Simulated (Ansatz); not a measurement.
Working through a polarisability from point charges of FGeH₅SSi, SMILES [F][GeH2][S][SiH3]

Computed with Ansatz 0.2.0, Python API.

Input file `fgeh5ssi.xyz`:
```text
9

F    -1.58930   -1.35000   -0.92810
Ge   -1.57080    0.05830    0.12100
S     0.09690   -0.11650    1.57920
Si    1.58400   -0.03290    0.03200
H    -2.91500    0.14270    0.88820
H    -1.38800    1.34000   -0.73190
H     2.92150   -0.11610    0.63710
H     1.46160    1.23470   -0.70360
H     1.39920   -1.16030   -0.89390
```

Notebook, run cell by cell (the value of a cell's last expression is shown):

```python
import ansatz as az
import numpy as np
```

```python
config = {
    'basis_set': 'def2-SVP',
    'method': 'mp2',
}

mol = az.Crystal.molecule_from_extxyz('fgeh5ssi.xyz')
```

```python
job = (
    mol.calculation()
    .basis(gaussian=config['basis_set'])  # atom-centred Gaussian functions
    .correlation(config['method'])  # correlation on top of the mean field
    .forces()  # minus the gradient of the free energy
)
# charges +q and -q at -R and +R make a nearly even field 2 k q / R^2 at the centre
centre = np.mean([site.position_ang for site in mol.cartesian_sites], axis=0)
field = 2 * 14.399645 * 2.0 / 25.0 ** 2
```

```python
def dipole(axis, sign):
    arm = 25.0 * np.eye(3)[axis]
    pair = [{'charge': sign * 2.0, 'position_ang': (centre - arm).tolist()}, {'charge': -sign * 2.0, 'position_ang': (centre + arm).tolist()}]
    deck = job.input().set(az.key.basis.gaussian.point_charges, pair)
    return np.array(az.Session.from_dict(deck).plan().execute().report['charge_distribution']['dipole_moment_e_ang'])


print(f'field {field:.4f} V/A')
alpha = np.array([(dipole(axis, 1) - dipole(axis, -1)) / (2 * field) * 14.399645 for axis in range(3)])
print('polarisability tensor (A^3)')
print(np.array2string(alpha, precision=3, suppress_small=True))
print(f'mean {np.trace(alpha) / 3:.3f} A^3 = {np.trace(alpha) / 3 / 0.14818471:.2f} bohr^3')
```

    field 0.0922 V/A
    polarisability tensor (A^3)
    [[11.769 -0.219 -0.007]
     [-0.21   7.54  -0.248]
     [ 0.003 -0.247  8.693]]
    mean 9.334 A^3 = 62.99 bohr^3

Reading the output:
- The geometry is a force-field or estimated start, not a minimum of this method, and the basis set is short of its limit. The field of two point charges is only nearly even.
- Without diffuse functions polarisabilities are unreliable, as a rule too low, and they change with the bond lengths of this unrelaxed start.
- Hardware and time: 28 s on 1 thread of Arm Neoverse V2, on a shared host, peak memory 0.32 GiB.
